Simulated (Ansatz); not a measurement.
**CoGe (quartet): from Hartree-Fock to the top rungs, def2-SVP**

The task here is to estimate one member of a computed series from the others.

Program: Ansatz 0.2.0, Gaussian basis. Level of theory: def2-SVP, core rule «outside noble gas», up to 23 orbitals frozen. These are calculated values, not measurements.

Plan: UHF; CCSD(T) on ROHF; CCSD(T) on UHF; CISD as a restricted active space (open shells left free, so some higher excitations enter); CCSDT(Q) on ROHF; CCSDT(Q) on UHF; CASSCF and MRCISD+Q, 13 electrons in 10 orbitals; CASSCF and NEVPT2, 13 electrons in 10 orbitals.

19 further runs of the same task are left out: 2 for a known fault of the program, 6 that didn't finish, 11 set aside as unsound or not needed. Runs told in other sessions of the task aren't counted.

## The system

The geometry is a PBE0/def2-TZVP stationary point (not a proven minimum). No spin-orbit coupling is included. The filled d shell of Ge may be among the frozen orbitals whatever the setting's name suggests.

2 atoms, charge 0, spin multiplicity 4.

Atoms are counted from 1 here; the program's logs count them from 0.

Bond lengths: Co1–Ge2 2.312 Å.

Set-up of the first run:

Input file in.yaml:

```yaml
crystal:
  periodic: [false, false, false]
  atoms:
    - {symbol: Co, position_ang: [0.000000, 0.000000, 0.000000]}
    - {symbol: Ge, position_ang: [0.000000, 0.000000, 2.312000]}
basis:
  gaussian: {orbitals: def2-SVP}
magnetization: {spin_polarized: true, initial_magnetization: 3}
hamiltonian: {xc: hf}
output: {orbitals: {seedname: orbitals}}
```

Run with:

```console
ansatz run in.yaml --threads 1 --pin off --events-out ev --progress --plain --max-ram 2393MiB
```

Among the steps run: UHF; CCSD(T) on ROHF; CCSD(T) on UHF; CISD as a restricted active space (open shells left free, so some higher excitations enter); CCSDT(Q) on ROHF; CCSDT(Q) on UHF; CASSCF and MRCISD+Q, 13 electrons in 10 orbitals; CASSCF and NEVPT2, 13 electrons in 10 orbitals.

One of the session's tables, all rows but one given; the rest of the session is left out.

| method | from RCCSDT(Q) (kcal/mol) |
| --- | --- |
| UHF | +163.84 |
| RMP2 | +37.97 |
| UMP2 | +43.95 |
| CISD | +55.84 |
| RCCSD | +26.57 |
| UCCSD | +18.52 |
| RCCSD(T) | +11.37 |
| UCCSD(T) | +9.77 |
| RCCSDT | ? |
| UCCSDT | +4.66 |
| RCCSDT(Q) | 0 |
| UCCSDT(Q) | +1.84 |
| CASSCF valence | +147.44 |
| NEVPT2 valence | +34.44 |
| MRCISD valence | +21.41 |
| MRCISD+Q valence | +10.53 |

Estimate the missing values for RCCSDT.

The run gave: from RCCSDT(Q) (kcal/mol): +6.14. In the column «from RCCSDT(Q) (kcal/mol)» it lies between UCCSDT (+4.66) and UCCSD(T) (+9.77).

Left out of the table: ROHF (another determinant or state than the rows shown).

Caveats from the session: The determinant of HF (⟨S²⟩ 5.32) is far from a pure spin state, so its energy mixes those of several spin states; that is harmless only where they are near-degenerate. The determinant of CCSD(T) (⟨S²⟩ 5.32) is far from a pure spin state, so its energy mixes those of several spin states; high orders of coupled cluster remove much of that, low ones don't. The determinant of CCSDT(Q) (⟨S²⟩ 5.32) is far from a pure spin state, so its energy mixes those of several spin states; high orders of coupled cluster remove much of that, low ones don't. The program flags RCCSD(T), UCCSD(T), UCCSDT(Q) as in doubt, so read those rows with care; the flags are large difference, other amplitudes. Warnings: spin contamination; coupled cluster took another determinant than the lowest; large T1 diagnostic. Restricted and unrestricted rows rest on different reference determinants; a gap between their highest levels can come from leftover correlation error, from unlike frozen cores or from another state.
